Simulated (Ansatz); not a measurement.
# TiH2: properties at the relaxed cell

The task here is to estimate one member of a computed series from the others.

Method: DFT r2SCAN, scalar-relativistic, plane waves, PAW, in Ansatz 0.2.0.

1 further run of the same task is left out (set aside as unsound or not needed).

### Starting point

Symmetry: I4/mmm, No. 139, tetragonal system. The conventional cell has a = 3.195 Å, b = 3.195 Å, c = 4.174 Å, α = 90.00°, β = 90.00°, γ = 90.00°. Around Ti (site symmetry 4/mmm) lie 8 H at 1.91 Å. H (site symmetry -4m2) is surrounded by 4 Ti at 1.91 Å.

Structure file:

```
CELL_PARAMETERS angstrom
-1.59746 1.59746 2.08676
1.59746 -1.59746 2.08676
1.59746 1.59746 -2.08676
ATOMIC_POSITIONS crystal
Ti 0.00000 0.00000 0.00000
H 0.75000 0.25000 0.50000
H 0.25000 0.75000 0.50000
```

This cell was relaxed beforehand with the same method: volume 7.10 Å³/atom, gap on the mesh none (metal).

Set-up of the first run:

File input.yaml:

```yaml
crystal:
  lattice:
    - [-1.597460225, 1.597460225, 2.086757309]
    - [1.597460225, -1.597460225, 2.086757309]
    - [1.597460225, 1.597460225, -2.086757309]
  atoms:
    - { symbol: Ti, position: [0.0, 0.0, 0.0] }
    - { symbol: H, position: [0.75, 0.25, 0.5] }
    - { symbol: H, position: [0.25, 0.75, 0.5] }
basis:
  ecutwfc: 500
kpoints:
  mp_grid: { grid: [18, 18, 18] }
  band_path:
    path:
      - [[0.0, 0.0, 0.0], [0.0, 0.0, 0.5], [0.25, 0.25, 0.25], [0.0, 0.5, 0.0], [0.0, 0.0, 0.0], [0.5, 0.5, -0.5], [0.39650628, 0.60349372, -0.39650628]]
      - [[-0.39650628, 0.39650628, 0.39650628], [0.0, 0.0, 0.0]]
      - [[0.0, 0.0, 0.5], [-0.29301255, 0.29301255, 0.5]]
      - [[0.5, 0.5, -0.29301255], [0.5, 0.5, -0.5]]
    npoints: 14
hamiltonian:
  xc: r2scan
scf:
  occupations: { method: gaussian, width: 0.1 }
  n_extra_bands: 7
output:
  forces: true
  stress: true
  eigenvalues: true
  populations: true
  dos: { projected: true, de: 0.02, nscf_kmesh: { grid: [27, 27, 27] } }
  bader: true
  write_density: true
  write_potential: true
  elf: true
  volumetric_format: npy
```

Command:

```console
$ ansatz run input.yaml --threads 1 --pin off --max-ram 2560MiB --backend cpu --events-out ev --progress --plain --runs-dir out
```

Steps of the session up to this table: Static run: bands, density of states and charges; The cell as listed, for comparison; The cell scaled to 0.97 of its volume; Volume × 1.03; Volume × 0.94; Point at V/V0 = 1.06; Volume × 0.91; Point at V/V0 = 1.10; Volume × 0.88.

One table of the session follows, with a row left open; its other results are not shown here.

It belongs to the step «Energy against volume». 

| volume (Å³/atom) | energy above the lowest point (meV/atom) | pressure (GPa) |
| --- | --- | --- |
| 6.248 | 57.4 | 24.01 |
| 6.461 | 30.6 | 16.63 |
| 6.674 | ? | ? |
| 6.887 | 3.0 | 4.76 |
| 7.100 | 0.0 | -0.01 |
| 7.313 | 2.9 | -4.12 |
| 7.526 | 10.8 | -7.68 |
| 7.810 | 28.2 | -11.69 |

**Question.** Estimate the row for volume (Å³/atom) = 6.674.

Worked estimate for «energy above the lowest point (meV/atom)». A straight line through the neighbours (6.461, 30.6) and (6.887, 3.0) gives 30.6 + (3.0 − 30.6) × (6.674 − 6.461) / (6.887 − 6.461) = 16.8; a parabola fitted to 4 rows on both sides gives 12.8.

The run gave: energy above the lowest point (meV/atom): 12.9; pressure (GPa): 10.26. In «energy above the lowest point (meV/atom)» the line misses by +3.9 and the parabola by -0.1.
